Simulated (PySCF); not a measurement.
# [TlI2]+: forces at shaken geometries

Aim: move all atoms of relaxed [TlI2]+ at random and read energies and forces. It is a constructed species; whether it can be made isn't addressed.

Method: TPSS, Tl def2-SVP with ECP60, I def2-SVP with ECP28; scalar-relativistic core potentials, no spin–orbit coupling; program: PySCF 2.14.0.

2 further runs of the same task are left out: 2 for a known fault of the program. Runs told in other sessions of the task aren't counted.

### Step 1. Starting geometry

3 atoms, charge 1, spin multiplicity 1.

Bond lengths: Tl1–I2 2.650 Å, Tl1–I3 2.650 Å. Angles: I2–Tl1–I3 180.0°.

Geometry (Å):

```xyz
3
I2Tl
Tl    0.0000    0.0000    0.0000
I     0.0000    0.0000    2.6503
I     0.0000    0.0000   -2.6503
```

Formal oxidation states: Tl +3. An earlier session relaxed this geometry at TPSS, Tl def2-SVP with ECP60, I def2-SVP with ECP28 (singlet, point group D∞h).

Its energy there is -767.443172 Eh.

### Step 2. Atoms moved at random, σ = 0.15 Å

Contents of run.py (the lines that set the calculation):

```python
mol = gto.M(atom='''
Tl     0.04590    -0.13850     0.05407
I     -0.17331     0.04366     2.50941
I      0.12741     0.09484    -2.56348''',
    basis={'Tl': 'def2-SVP', 'I': 'def2-SVP'},
    ecp={'Tl': 'def2-SVP', 'I': 'def2-SVP'},
    charge=1, spin=0)
mf = dft.RKS(mol, xc='TPSS')
mf.grids.atom_grid = (50, 194)
mf = mf.density_fit()  # fitting sets: Tl def2-universal-JKFIT, I def2-universal-JKFIT
mf.conv_tol = 1e-08; mf.max_cycle = 55
mf.kernel(dm0)  # dm0: the density of the relaxed state
```

Launch:

```sh
> OMP_NUM_THREADS=2 python run.py
```

### Step 3. Atoms moved at random, σ = 0.15 Å

run.py (the lines that set the calculation), as its differences from that of step 2:

```diff
@@ -1,5 +1,5 @@
 mol = gto.M(atom='''
-Tl     0.04590    -0.13850     0.05407
-I     -0.17331     0.04366     2.50941
-I      0.12741     0.09484    -2.56348''',
+Tl    -0.06520    -0.01925     0.05671
+I      0.10162     0.17429     2.53928
+I     -0.03642    -0.15504    -2.59599''',
     basis={'Tl': 'def2-SVP', 'I': 'def2-SVP'},
```

### Step 4. Atoms moved at random, σ = 0.06 Å

run.py (the lines that set the calculation), as its differences from that of step 3:

```diff
@@ -1,5 +1,5 @@
 mol = gto.M(atom='''
-Tl    -0.06520    -0.01925     0.05671
-I      0.10162     0.17429     2.53928
-I     -0.03642    -0.15504    -2.59599''',
+Tl     0.00030    -0.00583     0.08890
+I     -0.04503     0.02813     2.56058
+I      0.04473    -0.02230    -2.64948''',
     basis={'Tl': 'def2-SVP', 'I': 'def2-SVP'},
```

What does the calculation give? Wanted: for each run, σ; energy rise; harmonic estimate −½ F·u; largest force component.

As calculated:

| σ (Å) | energy rise (eV) | harmonic estimate −½ F·u (eV) | largest force component (eV/Å) |
| --- | --- | --- | --- |
| 0.15 | 0.242 | 0.244 | 2.68 |
| 0.15 | 0.166 | 0.166 | 2.41 |
| 0.06 | 0.260 | 0.284 | 3.65 |

Every displacement raises the energy. For a harmonic well the rise equals −½ F·u; the two differ by at most 9 % here (a move with σ = 0.06 Å), from anharmonicity, the grid and the small forces left at the relaxed point. These are double-zeta-type bases without diffuse functions. Spin–orbit coupling is left out.
